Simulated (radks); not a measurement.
**Ba²⁺ in [Kr] 4d9.75 5s2 5p6 6s0.25: an all-electron calculation**

Wanted: eigenvalues, radial structure and energy terms of the barium ion Ba2+.

Method: non-relativistic Kohn-Sham, PBE, spin-polarised, spherical densities, point nucleus; open shells are filled with parallel spins first. Code: radks (a radial shooting solver on a logarithmic mesh, Libxc functionals) version 1.

## (1) The atom as given

```
element       : barium (Z = 56)
charge        : +2
electrons     : 54
configuration : [Kr] 4d9.75 5s2 5p6 6s0.25
```

## (2) The run

Settings of this run:

```text
Z 56
configuration [Kr] 4d9.75 5s2 5p6 6s0.25
relativity non-relativistic
functional pbe,pbe
spin polarised
nucleus point
```

Started as:

```sh
$ python run_ks.py task.json out
```

This one command runs every case of the session in turn.

**Question.** What will this run give?

As calculated:

```
                        quantity                   value
                    total energy      -7884.3151 hartree
exchange-correlation share of it                  2.42 %
                            −T/E                  0.9997
          highest occupied level       6s up, -12.654 eV
    most extended occupied level  6s up, <r> = 4.04 bohr
 radius at density 0.001 e/bohr³               3.93 bohr
    maxima of the radial density                       4
```

6 principal shells are occupied and 4 maxima appear in the radial density; where shells overlap, one shows as a shoulder or not at all. The ratio −T/E is 0.9997; for a non-relativistic Coulomb system it is 1 up to the kinetic part of correlation. This is not the tabulated ground configuration, so its levels and sizes aren't those of the ground state, and no measured value stands beside it.
